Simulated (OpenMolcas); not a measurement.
# Ag³⁺ with 6 ligands (oxide): CASSCF levels and susceptibility

Aim: the ligand-field states of Ag³⁺ in this surrounding, its lowest levels with spin-orbit coupling and its magnetic susceptibility.

Method: state-averaged CASSCF, spin-orbit coupling by RASSI with atomic mean-field integrals. Code: OpenMolcas 26.06.

2 further runs of the same task are left out: 2 set aside as unsound or not needed.

**1. Starting point**

| Property | Result |
| --- | --- |
| Species | Ag³⁺ (silver, Z = 47, 44 electrons) |
| Basis | ANO-RCC-VTZP [7s6p4d2f1g], 152 functions with the ligands |
| Scalar Hamiltonian | DKH2, point nucleus |
| Inactive shells | 1s 2s 2p 3s 3p 3d 4s 4p of the metal, and all ligand shells |
| Active space | 8 electrons in 5 orbitals (4d) |
| Some configurations of this space | 4d8 |
| Orbitals | optimised for each spin and parity, averaged over all roots |

Outer shells as boxes (Hund's rule):

4d8
```
4d [↑↓][↑↓][↑↓][↑ ][↑ ]
```

Ag³⁺ is taken with 6 ligands (oxide) in octahedron coordination (Oh) at 2.23 Å. A charge of +1.5 e stands 3.2 Å behind each ligand. Ligand basis ANO-RCC-VDZP. The distances are assumed, not relaxed.

```xyz
7

Ag    0.0000    0.0000    0.0000
O     2.2300    0.0000    0.0000
O     0.0000    2.2300    0.0000
O    -2.2300    0.0000    0.0000
O     0.0000   -2.2300    0.0000
O     0.0000    0.0000    2.2300
O     0.0000    0.0000   -2.2300
```

The work runs as a chain of OpenMolcas steps in one folder; each step below is one input file. Labels, J, g values, rates, χT and fits are worked out afterwards by a script from the matrices that RASSI stores. The input lists half of the charges; inversion (Group=XYZ) makes the rest.

**2. GATEWAY and SEWARD: basis and integrals**

a.inp reads:

```
&GATEWAY
Coord
7

Ag 0.0 0.0 0.0
O 2.230000 0.000000 0.000000
O 0.000000 2.230000 0.000000
O -2.230000 0.000000 0.000000
O 0.000000 -2.230000 0.000000
O 0.000000 0.000000 2.230000
O 0.000000 0.000000 -2.230000
Basis=Ag.ANO-RCC-VTZP,O.ANO-RCC-VDZP
Group=XYZ
NoMove
AngMom=0.0 0.0 0.0
AMFI
RICD
XField
3 Angstrom 0
5.430000 0.000000 0.000000 1.500000
0.000000 5.430000 0.000000 1.500000
0.000000 0.000000 5.430000 1.500000
&SEWARD
```

Run with:

```
$ OMP_NUM_THREADS=1 MOLCAS_MEM=2457 MOLCAS_PROJECT=a pymolcas a.inp > a.log
```

**3. Reference wave functions, triplets of even parity, 10 roots**

a.inp reads:

```
&RASSCF
FileOrb=start.orb
Symmetry=1
Spin=3
nActEl=8 0 0
Inactive=24 24
Ras2=5 0
CIRoot=10 10 1
SDav=10
CIMx=300
Iter=150 100
PrWF=0.3
OrbListing=Nothing
MaxOrb=0
LevShft=1.0
>>> COPY $Project.JobIph JOB001
```

start.orb holds start orbitals that the driver prepared beforehand, or those of the step before.

**4. Reference wave functions, singlets of even parity, 15 roots**

a.inp reads:

```
&RASSCF
FileOrb=start.orb
Symmetry=1
Spin=1
nActEl=8 0 0
Inactive=24 24
Ras2=5 0
CIRoot=15 15 1
SDav=15
CIMx=300
Iter=150 100
PrWF=0.3
OrbListing=Nothing
MaxOrb=0
LevShft=1.0
>>> COPY $Project.JobIph JOB002
```

**5. RASSI: spin-orbit coupling between the states**

a.inp reads:

```
&RASSI
NrOfJobIphs=2 10 15
1 2 3 4 5 6 7 8 9 10
1 2 3 4 5 6 7 8 9 10 11 12 13 14 15
IphNames
JOB001
JOB002
EJob
SpinOrbit
DIPRint=1.0
SOCoupling=1000.0
Subsets=2
Property=9
'ANGMOM' 1 'ANGMOM' 2 'ANGMOM' 3 'MLTPL  1' 1 'MLTPL  1' 2 'MLTPL  1' 3
'AMFI' 1 'AMFI' 2 'AMFI' 3
SOProperty=3
'ANGMOM' 1 'ANGMOM' 2 'ANGMOM' 3
```

Q: Predict the outcome of this session. Wanted: spin-free ground state; first state of the same spin within the active space; lowest level; next level.

**Answer**, as computed:

```
                                            quantity                            value
                                              method                           CASSCF
                              spin-free ground state  3A2, 1-fold in its orbital part
first state of the same spin within the active space            triplet at 11900 cm⁻¹
                                        lowest level                           3-fold
                                          next level                      9033.1 cm⁻¹
                                         χT at 300 K                   1.36 cm³ K/mol
                           effective moment at 300 K                          3.29 μB
```

What this shows: The spin-free ground state (3A2) is 1-fold and keeps the highest spin of the shell. χT at 300 K is 1.36, against 1.00 cm³ K/mol for the spin alone, so orbital moment adds to it. The bonds are covalent and no ligand orbital is active, so the numbers are rough. Bare point charges leave oxide and sulfide ligands too diffuse, so the field comes out too small.
